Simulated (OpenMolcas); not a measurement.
# SiBr3Cl (tribromochlorosilane) at RI-MP2/ANO-RCC-VDZP (DKH2, RICD fitting)

Aim: the energy change on altering one bond length of SiBr3Cl (tribromochlorosilane) at RI-MP2/ANO-RCC-VDZP (DKH2, RICD fitting), from 2 runs. 

The calculation is run with OpenMolcas 26.06.

## (1) The system as given

SiBr3Cl: 5 atoms, total charge 0, spin state singlet. As SMILES, `Cl[Si](Br)(Br)Br`. The coordinates come from a GFN2-xTB relaxation.

Bond lengths: Cl1–Si2 2.005 Å, Si2–Br3 2.204 Å, Si2–Br4 2.203 Å, Si2–Br5 2.204 Å. Angles: Cl1–Si2–Br3 111.6°, Cl1–Si2–Br4 112.5°, Cl1–Si2–Br5 112.0°, Br3–Si2–Br4 106.6°, Br3–Si2–Br5 107.6°, Br4–Si2–Br5 106.2°.

## (2) A single-point energy at RI-MP2/ANO-RCC-VDZP (DKH2, RICD fitting)

File job.input:

```
&GATEWAY
  Coord
  5
  angstrom
  Cl      -0.784090      -0.180200       1.940390
  Si      -0.033890      -0.007670       0.088540
  Br       1.704550      -1.329530      -0.209680
  Br      -1.500670      -0.534960      -1.468170
  Br       0.614100       2.052350      -0.351080
  Basis = ANO-RCC-VDZP
  Group = NoSym
  RICD

&SEWARD

&SCF
  PrOrbitals = 1 1

&MBPT2
  Frozen = 37
```

Command:

```
$ export MOLCAS_MEM=1860
$ pymolcas job.input > job.log
```

The program printed:

```text
--- Start Module: gateway ---
[...]
--- Stop Module: gateway /rc=_RC_ALL_IS_WELL_ ---
[...]
      Basis functions          117
[...]
--- Start Module: scf ---
[...]
       Convergence after  11 Iterations
[...]
::    Total SCF energy                              -8563.6290285565
[...]
      Total spin, S                                     0.0000000000
[...]
      Total electronic charge=  136.000000
      Total            charge=   -0.000000
[...]
      Dipole Moment (debye):
      Origin of the operator (angstrom)=    0.1207    0.0277   -0.2996
                   X= -1.1187E-01               Y= -2.3688E-02               Z=  2.8875E-01           Total=  3.1056E-01
      Quadrupole Moment (debye*angstrom):
[...]
--- Stop Module: scf /rc=_RC_ALL_IS_WELL_ ---
[...]
--- Start Module: mbpt2 ---
[...]
WARNING!
Default frozen orbitals as non valence orbitals is overwritten by user input.
Default values:  49
[...]
       Reference weight ( Cref**2 )         =        0.78000
::    Total MBPT2 energy                            -8564.2602208190
[...]
--- Stop Module: mbpt2 /rc=_RC_ALL_IS_WELL_ ---
[...]
```

Wall time 16 s (1 thread of Arm Neoverse V1, shared host); peak memory 0.25 GiB.

## (3) The distorted shape at the same level

File job.inp:

```
* Br3ClSi RI-MP2
&GATEWAY
Coord
5
angstrom
Cl      -0.848887      -0.386196       1.984351
Si      -0.098687      -0.213666       0.132501
Br       1.639753      -1.535526      -0.165719
Br      -1.565467      -0.740956      -1.424209
Br       0.614100       2.052350      -0.351080
Basis
ANO-RCC-VDZP
Group
NoSym
RICD
&SEWARD
&SCF
PrOrbitals
1 1
&MBPT2
Frozen
37
```

Command:

```
$ export MOLCAS_MEM=1860
$ pymolcas job.inp > job.log
```

The program printed:

```text
--- Start Module: gateway ---
[...]
--- Stop Module: gateway /rc=_RC_ALL_IS_WELL_ ---
[...]
      Basis functions          117
[...]
--- Start Module: scf ---
[...]
       Convergence after  11 Iterations
[...]
::    Total SCF energy                              -8563.6185208549
[...]
      Total spin, S                                     0.0000000000
[...]
      Total electronic charge=  136.000000
      Total            charge=   -0.000000
[...]
      Dipole Moment (debye):
      Origin of the operator (angstrom)=    0.0730   -0.1240   -0.2672
                   X= -4.2746E-01               Y= -1.1105E+00               Z=  4.4081E-01           Total=  1.2689E+00
      Quadrupole Moment (debye*angstrom):
[...]
--- Stop Module: scf /rc=_RC_ALL_IS_WELL_ ---
[...]
--- Start Module: mbpt2 ---
[...]
WARNING!
Default frozen orbitals as non valence orbitals is overwritten by user input.
Default values:  49
[...]
       Reference weight ( Cref**2 )         =        0.77749
::    Total MBPT2 energy                            -8564.2503835390
[...]
--- Stop Module: mbpt2 /rc=_RC_ALL_IS_WELL_ ---
[...]
```

It took 16 s on 1 thread of Arm Neoverse V1, shared host; peak memory 0.25 GiB.

## (4) Outcome

At RI-MP2/ANO-RCC-VDZP (DKH2, RICD fitting), 37 core orbitals frozen:

| quantity | value |
| --- | --- |
| first shape: total energy | -8564.26022 Eh |
| first shape: dipole moment (mean-field density) | 0.31 D |
| first shape: HOMO energy (Hartree–Fock orbitals) | -11.49 eV |
| first shape: LUMO energy (Hartree–Fock orbitals) | 1.96 eV |
| first shape: HOMO–LUMO gap (Hartree–Fock orbitals) | 13.45 eV |
| first shape: correlation energy (37 core orbitals frozen) | -631.2 mEh |
| distorted shape: total energy | -8564.25038 Eh |
| distorted shape: dipole moment (mean-field density) | 1.27 D |
| distorted shape: HOMO energy (Hartree–Fock orbitals) | -11.44 eV |
| distorted shape: LUMO energy (Hartree–Fock orbitals) | 1.09 eV |
| distorted shape: HOMO–LUMO gap (Hartree–Fock orbitals) | 12.54 eV |
| distorted shape: correlation energy (37 core orbitals frozen) | -631.9 mEh |
| energy change with the Si2–Br5 bond stretched from 2.204 to 2.424 Å | 0.268 eV |

**Reading.** With the Si2–Br5 bond stretched from 2.204 to 2.424 Å the energy rises by 0.27 eV (6.2 kcal/mol). The first shape isn't relaxed at this level, so the change isn't measured from a minimum. Mulliken charges (first shape) of the mean-field density run from -0.20 on Cl1 to +0.77 on Si2. Mulliken charges (distorted shape) of the mean-field density run from -0.27 on Br5 to +0.79 on Si2; they depend strongly on the basis.
